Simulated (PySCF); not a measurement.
**NaBe+: bond curves at several levels of theory**

The task here is to estimate one member of a computed series from the others.

Program: PySCF 2.14.0. Level of theory: Na STO-3G, Be STO-3G, no relativity. These are calculated values, not measurements.

The first run:

A driver script around PySCF takes these settings:

| Property | Result |
| --- | --- |
| atoms | Na, Be |
| charge | 1 |
| basis | Na STO-3G, Be STO-3G |
| Hamiltonian | no relativity |
| basis functions | 14 |
| electrons treated | 14 |
| masses in u | 22.9898, 9.0122 |
| levels | PBE0, PBE, r²SCAN, revPBE, r²SCAN0, MN15, HSE06, HF, MP2, SCS-MP2, CCSD, CCSD(T) |
| grid | 80 radial by 434 angular points |
| occupations | held fixed by the projection of orbital angular momentum |
| dissociation limit | Na+ + Be, each in its ground configuration |
| starting distance in angstrom | 2.635 |
| values of 2S to try | 0, 2 |

Command:

```
OMP_NUM_THREADS=1 python dia.py task.json out
```

Among the steps run: Input; First curve: PBE0; Other states along the same grid; PBE (GGA); r²SCAN (meta-GGA); revPBE; r²SCAN0; MN15; HSE06 (range-separated hybrid); RHF; Correlated methods on the Hartree–Fock reference.

One table of the session follows, with a row left open; its other results are not shown here.

It belongs to the step «The curves together». Energy (eV) from each level's lowest point:

| R (Å) | RHF | RHF-MP2 | RHF-SCS-MP2 | RHF-CCSD | RHF-CCSD(T) |
| --- | --- | --- | --- | --- | --- |
| 2.288 | 0.301 | 0.276 | 0.281 | n/a | n/a |
| 2.395 | 0.150 | 0.135 | 0.138 | 0.156 | 0.154 |
| 2.501 | 0.059 | 0.051 | 0.054 | 0.068 | 0.067 |
| 2.581 | 0.021 | 0.017 | 0.019 | 0.030 | 0.029 |
| 2.661 | ? | ? | ? | ? | ? |
| 2.741 | 0.000 | 0.000 | 0.000 | 0.000 | 0.000 |
| 2.847 | 0.013 | 0.013 | 0.012 | 0.004 | 0.004 |
| 2.980 | 0.045 | 0.045 | 0.042 | 0.023 | 0.024 |
| 3.140 | 0.096 | 0.093 | 0.088 | 0.056 | 0.057 |
| 3.353 | 0.165 | 0.157 | 0.149 | n/a | n/a |

Q: Estimate the row for R (Å) = 2.661 from the others.

Worked estimate for «RHF». A straight line through the neighbours (2.581, 0.021) and (2.741, 0.000) gives 0.021 + (0.000 − 0.021) × (2.661 − 2.581) / (2.741 − 2.581) = 0.011; a parabola fitted to 4 rows on both sides gives 0.003.

**Answer.** RHF: 0.003; RHF-MP2: 0.002; RHF-SCS-MP2: 0.002; RHF-CCSD: 0.008; RHF-CCSD(T): 0.008. In «RHF» the line misses by +0.008 and the parabola by 0.000.

State 2 has its PBE0 minimum 2.33 eV higher. The other levels ran on the lowest alone.
